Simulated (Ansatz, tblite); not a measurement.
# C₂₁H₁₂N₂S₆: one state, many levels

An exercise on one series of results from a longer session: the logs are not shown, and one member is left open.

Method: as each input shows; program: Ansatz 0.2.0, Gaussian basis.

The runs, in order: GFN1-xTB, GFN2-xTB, PBE-D4/def2-TZVP, r2SCAN-D4/def2-TZVP, PBE-D4/def2-SVP, PBE0-D4/def2-SVP.

1 further run of the same task is left out (set aside as unsound or not needed).

## The structure

The singlet was relaxed beforehand with PBE-D4/def2-SVP.

SMILES `CN(C)c1cc2sc(-c3cc4sc(-c5cc6sc(C#N)cc6s5)cc4s3)cc2s1`, 41 atoms, charge 0, spin multiplicity 1.

Bond lengths: C1–N2 1.450 Å, C1–H30 1.112 Å, C1–H31 1.118 Å, C1–H32 1.107 Å, N2–C3 1.449 Å, N2–C4 1.373 Å, C3–H33 1.106 Å, C3–H34 1.117 Å, C3–H35 1.110 Å, C4–C5 1.399 Å, C4–S29 1.777 Å, C5–C6 1.420 Å, C5–H36 1.095 Å, C6–S7 1.739 Å, C6–C28 1.408 Å, S7–C8 1.773 Å, C8–C9 1.437 Å, C8–C27 1.398 Å and more. Angles: N2–C1–H30 110.1°, N2–C1–H31 113.2°, N2–C1–H32 109.4°, H30–C1–H31 107.9°, H30–C1–H32 107.4°, H31–C1–H32 108.5°, C1–N2–C3 119.0°, C1–N2–C4 119.9°, C3–N2–C4 117.7°, N2–C3–H33 109.3°, N2–C3–H34 112.8°, N2–C3–H35 110.3°, H33–C3–H34 108.5°, H33–C3–H35 107.9°, H34–C3–H35 107.9°, N2–C4–C5 128.1°, N2–C4–S29 119.5°, C5–C4–S29 112.4° and more.

PBE0-D4/def2-TZVP was run before; its log isn't repeated, and its numbers join the tables.

Set-up of the first run:

Tight binding, by tblite at 300 K electronic temperature and without a spin-polarisation term:

```python
tblite.interface.Calculator('GFN1-xTB', numbers, positions, charge=0, uhf=0).singlepoint()
```

Tight binding, by tblite at 300 K electronic temperature and without a spin-polarisation term:

```python
tblite.interface.Calculator('GFN2-xTB', numbers, positions, charge=0, uhf=0).singlepoint()
```

start.molden holds the orbitals of an earlier run on this state, given as this run's starting guess.

Contents of in.yaml:

```yaml
crystal:
  periodic: [false, false, false]
  atoms:
    - {symbol: C, position_ang: [-8.589526, -1.765796, -0.377091]}
    - {symbol: N, position_ang: [-7.932468, -0.629287, 0.237767]}
    - {symbol: C, position_ang: [-8.644400, 0.136840, 1.241085]}
    - {symbol: C, position_ang: [-6.562252, -0.538876, 0.218199]}
    - {symbol: C, position_ang: [-5.742810, 0.309647, 0.969987]}
    - {symbol: C, position_ang: [-4.378164, 0.140915, 0.615632]}
    - {symbol: S, position_ang: [-2.885027, 0.864515, 1.137058]}
    - {symbol: C, position_ang: [-1.945096, -0.155973, 0.033007]}
    - {symbol: C, position_ang: [-0.514428, -0.027002, -0.015778]}
    - {symbol: C, position_ang: [0.316663, 0.765208, 0.783339]}
    - {symbol: C, position_ang: [1.677662, 0.622878, 0.426250]}
    - {symbol: S, position_ang: [3.174792, 1.298159, 1.000749]}
    - {symbol: C, position_ang: [4.101394, 0.373878, -0.191869]}
    - {symbol: C, position_ang: [5.533491, 0.502687, -0.240279]}
    - {symbol: C, position_ang: [6.362627, 1.279297, 0.573919]}
    - {symbol: C, position_ang: [7.725520, 1.141146, 0.216130]}
    - {symbol: S, position_ang: [9.216631, 1.807119, 0.807590]}
    - {symbol: C, position_ang: [10.133827, 0.904177, -0.405642]}
    - {symbol: C, position_ang: [11.540639, 1.024671, -0.457759]}
    - {symbol: N, position_ang: [12.712819, 1.130981, -0.493866]}
    - {symbol: C, position_ang: [9.314007, 0.124006, -1.225916]}
    - {symbol: C, position_ang: [7.954792, 0.263603, -0.868725]}
    - {symbol: S, position_ang: [6.453296, -0.399215, -1.454348]}
    - {symbol: C, position_ang: [3.271071, -0.417234, -0.991961]}
    - {symbol: C, position_ang: [1.910579, -0.272847, -0.641044]}
    - {symbol: S, position_ang: [0.408880, -0.943848, -1.217828]}
    - {symbol: C, position_ang: [-2.772817, -1.009015, -0.702884]}
    - {symbol: C, position_ang: [-4.134857, -0.834415, -0.370585]}
    - {symbol: S, position_ang: [-5.633504, -1.573728, -0.887817]}
    - {symbol: H, position_ang: [-8.177459, -1.941352, -1.394381]}
    - {symbol: H, position_ang: [-8.474695, -2.711265, 0.207854]}
    - {symbol: H, position_ang: [-9.670014, -1.550737, -0.489045]}
    - {symbol: H, position_ang: [-9.731206, 0.077300, 1.043412]}
    - {symbol: H, position_ang: [-8.452843, -0.226143, 2.279460]}
    - {symbol: H, position_ang: [-8.346675, 1.204900, 1.193105]}
    - {symbol: H, position_ang: [-6.113416, 1.004931, 1.730549]}
    - {symbol: H, position_ang: [-0.064170, 1.405213, 1.589832]}
    - {symbol: H, position_ang: [5.981719, 1.910282, 1.387404]}
    - {symbol: H, position_ang: [9.708856, -0.503819, -2.034140]}
    - {symbol: H, position_ang: [3.653140, -1.065900, -1.791563]}
    - {symbol: H, position_ang: [-2.386548, -1.725904, -1.439810]}
basis:
  gaussian: {orbitals: def2-TZVP, fitting: {mean_field: def2-universal-jkfit}, initial_orbitals: start.molden}
hamiltonian: {xc: pbe, dispersion: d4}
scf: {omitted_lower_state_checks: [starts]}
output: {orbitals: {seedname: orbitals}}
```

On the command line:

```sh
ansatz run in.yaml --threads 2 --pin off --events-out ev --progress --plain --max-ram 32768MiB --backend cuda --devices 0, --max-vram 18GiB
```

Among the steps run: PBE-D4/def2-TZVP; r2SCAN-D4/def2-TZVP; PBE-D4/def2-SVP; PBE0-D4/def2-SVP.

One of the session's tables, all rows but one given; the rest of the session is left out.

It belongs to the step «Binding energy». 

| level | binding an atom (eV) |
| --- | --- |
| PBE-D4/def2-SVP | ? |
| PBE-D4/def2-TZVP | 5.335 |
| r2SCAN-D4/def2-TZVP | 5.114 |
| PBE0-D4/def2-SVP | 5.238 |
| PBE0-D4/def2-TZVP | 5.176 |

Q: Estimate the row for PBE-D4/def2-SVP from the others.

**Answer.** binding an atom (eV): 5.401. In the column «binding an atom (eV)» it is the highest.

To keep in mind: Free atoms were run apart at each level; binding is atoms less cluster, divided by the number of atoms, without zero-point or spin-orbit terms.
